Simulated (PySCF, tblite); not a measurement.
# C₅H₉F₃NPSi: geometry, infrared bands and NMR shifts

What infrared bands and NMR shifts should C₅H₉F₃NPSi (`N[Si@@H](P)C#CCCC(F)(F)F`) show?

The runs use tblite 0.8.0 and PySCF 2.14.0, with density-fitted response routines of our own; the level of theory stands in each step. All values are computed, except where a source is named. Atoms count from 0, in the outputs and in this text.

**1. Starting geometry**

20 atoms, charge 0, multiplicity 1; geometry from: force field or distance geometry start.

Bonds of the start (Å): N0–Si1 1.70, Si1–P2 2.19, Si1–C3 1.86, C3–C4 1.21, C4–C5 1.47, C5–C6 1.52, C6–C7 1.50, C7–F8 1.35, C7–F9 1.36, C7–F10 1.35, N0–H11 1.02, N0–H12 1.02, Si1–H13 1.49, P2–H14 1.40, P2–H15 1.42, C5–H16 1.09, C5–H17 1.10, C6–H18 1.09, C6–H19 1.10.

**2. Geometry optimisation with GFN2-xTB**

The job: settings as JSON, then the geometry in Å.

```
{"job": {"kind": "relax", "xc": "GFN2-xTB", "basis": "xTB"}, "charge": 0, "multiplicity": 1}
N      3.463100    -0.832600    -1.625300
Si     2.910100    -0.023200    -0.241200
P      3.179100     2.109400    -0.650900
C      1.107800    -0.394700     0.002100
C     -0.060500    -0.645100     0.164000
C     -1.495100    -0.934000     0.331600
C     -2.331100     0.308500     0.056600
C     -3.791400     0.008000     0.247000
F     -4.057500    -0.406000     1.503700
F     -4.212200    -0.967900    -0.597100
F     -4.548000     1.100000    -0.001700
H      2.909400    -0.497600    -2.415500
H      3.229300    -1.816900    -1.526500
H      3.750100    -0.465700     0.904300
H      4.579700     2.137500    -0.616900
H      3.002400     2.579400     0.682400
H     -1.781100    -1.741600    -0.339200
H     -1.665100    -1.294400     1.356600
H     -2.158700     0.667000    -0.955500
H     -2.035500     1.120500     0.742000
```

Started as:

```console
OMP_NUM_THREADS=1 python probes_run.py task.json out
```

This one command runs all jobs of the session in turn.

**Question.** This job is followed by: GFN2-xTB harmonic vibrations, gas phase; GIAO PBE0/pcSseg-1 NMR shielding, non-relativistic, gas phase. Predict these results of the whole session: strongest single infrared mode (GFN2-xTB); zero-point energy (GFN2-xTB); ¹³C shifts against TMS (PBE0/pcSseg-1); ¹H shifts against TMS (PBE0/pcSseg-1, means over atoms taken as alike); ¹⁵N shifts against NH3 (PBE0/pcSseg-1); ²⁹Si shifts against TMS (PBE0/pcSseg-1); ³¹P shifts against H3PO4 (PBE0/pcSseg-1); ¹⁹F shifts against CFCl3 (PBE0/pcSseg-1, means over atoms taken as alike); surface potential, 1st and 99th percentile.

The runs gave:

| quantity | value |
| --- | --- |
| strongest single infrared mode (GFN2-xTB) | 2195 cm⁻¹, 267 km/mol |
| zero-point energy (GFN2-xTB) | 81.6 kcal/mol |
| ¹³C shifts against TMS (PBE0/pcSseg-1) | 135.1, 112.6, 92.7, 38.7, 16.7 ppm |
| ¹H shifts against TMS (PBE0/pcSseg-1, means over atoms taken as alike) | 5.42, 2.64, 2.64, 2.32, 2.28, 1.16, 0.59 ppm |
| ¹⁵N shifts against NH3 (PBE0/pcSseg-1) | 20.0 ppm |
| ²⁹Si shifts against TMS (PBE0/pcSseg-1) | -43.9 ppm |
| ³¹P shifts against H3PO4 (PBE0/pcSseg-1) | -294.1 ppm |
| ¹⁹F shifts against CFCl3 (PBE0/pcSseg-1, means over atoms taken as alike) | -86.1 ppm |
| surface potential, 1st and 99th percentile | -0.93 V and 1.55 V |

**Reading.** The optimisation took 112 steps and gained 0.313 eV; among the close pairs (by a distance rule), Si1–P2 changed most, from 2.188 to 2.249 Å. No mode is imaginary among the 54: a minimum at this level. The strongest single mode, at 2195 cm⁻¹, moves mainly H13. Unscaled tight-binding wavenumbers are off by several per cent, some by more. Its intensities can rank the bands wrongly. At PBE0/pcSseg-1: Shielding is most anisotropic at C4 (span 277 ppm, paramagnetic term -194 ppm). At PBE0/pcSseg-1, counted by nearest atom on the grid, the HOMO lies on P2 53 %; Si1 9 %, the LUMO on C3, C4 about 19 % each; Si1 15 %.
